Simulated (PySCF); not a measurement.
# CH7AlFSb: the cost of one run

Computed with PySCF 2.14.0 and routines of our own; the level stands in each step. Atoms count from 0.

## 1. The system as given

11 atoms, charge 0, multiplicity 1; geometry from: GFN2-xTB.

## 2. Relaxing the molecule at PBE0-D3(BJ)/def2-SVP

The job: settings as JSON, then the geometry in Å.

```
{"job": {"xc": "PBE0", "basis": "def2-SVP", "d3": "d3bj", "grid": 1, "maxiter": 30, "shake": 0.01, "kind": "geom"}, "charge": 0, "multiplicity": 1}
F     -0.570580     1.203820     0.931940
C     -1.704740     0.489280     0.390400
Al    -0.843860    -1.031530    -0.664300
Sb     1.721090    -0.089850    -0.015360
H     -2.307610     0.234330     1.267690
H     -2.278690     1.254830    -0.168470
H     -0.693520    -0.859340    -2.202420
H     -0.728970    -2.435030    -0.005570
H      2.214110     0.420850     1.506210
H      3.237860    -0.619770    -0.402790
H      1.993030     1.406590    -0.652990
```

Launch:

```sh
> OMP_NUM_THREADS=1 python heavy_run.py task.json out
```

One launch serves the whole session: the jobs run in the order shown.

**Question.** How long does this first job take on 1 thread of Arm Neoverse V1, shared host, and how much memory does it need?

About 43 s, with a peak of 0.45 GiB.
